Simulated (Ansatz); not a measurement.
# BrClH2Si: the cost of one run

Computed with the Python package of Ansatz 0.2.0. Level of theory: PBE0/def2-SVP.

## (1) Starting point

Bond lengths: Cl1–Si2 2.039 Å, Si2–Br3 2.235 Å, Si2–H4 1.489 Å, Si2–H5 1.484 Å. Angles: Cl1–Si2–Br3 111.1°, Cl1–Si2–H4 108.8°, Cl1–Si2–H5 107.8°, Br3–Si2–H4 111.2°, Br3–Si2–H5 110.5°, H4–Si2–H5 107.3°.

No structure file is read: the coordinates are typed or built in the script.

## (2) Script

dimer.py

```python
"""Interaction energy of two BrClH2Si molecules, with the counterpoise correction."""

import ansatz

FIRST = [
    ("Cl", (-0.9132, -0.5251, 1.6791)),
    ("Si", (0.1174, -0.0597, -0.0177)),
    ("Br", (-1.0381, 1.3633, -1.2956)),
    ("H", (0.4211, -1.3178, -0.7534)),
    ("H", (1.4127, 0.5391, 0.3878)),
]
SECOND = [
    ("Cl", (1.4242, -1.7043, -2.776)),
    ("Si", (2.7723, -0.7504, -3.9721)),
    ("Br", (4.6899, -1.8913, -4.0916)),
    ("H", (2.9957, 0.6224, -3.4413)),
    ("H", (2.1652, -0.6105, -5.3185)),
]

def energy(atoms, ghosts=()):
    molecule = ansatz.Crystal.molecule()
    for symbol, xyz in atoms:
        molecule = molecule.atom(symbol, xyz)
    calc = (
        molecule.calculation()
        .basis(gaussian="def2-SVP")
        .functional("PBE0")
    )
    deck = calc.input()
    if ghosts:
        deck = deck.set(ansatz.key.basis.gaussian.ghost_atoms, [{"symbol": s, "position_ang": list(xyz)} for s, xyz in ghosts])
    return ansatz.Session.from_dict(deck).plan().execute().report["free_energy_ev"]


def main() -> None:
    # monomers in their own basis and in the basis of the dimer
    both = energy(FIRST + SECOND)
    alone = energy(FIRST) + energy(SECOND)
    ghosted = energy(FIRST, SECOND) + energy(SECOND, FIRST)
    print(f"dimer {both:.6f} eV")
    print(f"interaction, uncorrected   {96.485332 * (both - alone):8.3f} kJ/mol")
    print(f"interaction, counterpoise  {96.485332 * (both - ghosted):8.3f} kJ/mol")
    print(f"basis-set superposition    {96.485332 * (alone - ghosted):8.3f} kJ/mol")


if __name__ == "__main__":
    main()
```

## (3) What the engine is handed

The engine receives this input (first run):

```yaml
crystal:
  periodic: [false, false, false]
  atoms:
    - { symbol: Cl, position_ang: [-0.9132, -0.5251, 1.6791] }
    - { symbol: Si, position_ang: [0.1174, -0.0597, -0.0177] }
    - { symbol: Br, position_ang: [-1.0381, 1.3633, -1.2956] }
    - { symbol: H, position_ang: [0.4211, -1.3178, -0.7534] }
    - { symbol: H, position_ang: [1.4127, 0.5391, 0.3878] }
    - { symbol: Cl, position_ang: [1.4242, -1.7043, -2.776] }
    - { symbol: Si, position_ang: [2.7723, -0.7504, -3.9721] }
    - { symbol: Br, position_ang: [4.6899, -1.8913, -4.0916] }
    - { symbol: H, position_ang: [2.9957, 0.6224, -3.4413] }
    - { symbol: H, position_ang: [2.1652, -0.6105, -5.3185] }
basis:
  gaussian:
    orbitals: def2-SVP
hamiltonian:
  xc: pbe0
```

## (4) Launch

Started as:

```
$ python dimer.py
```

Q: Estimate wall time and peak memory on 1 thread of Arm Neoverse V1, shared host.

About 29 s, with a peak of 0.54 GiB.
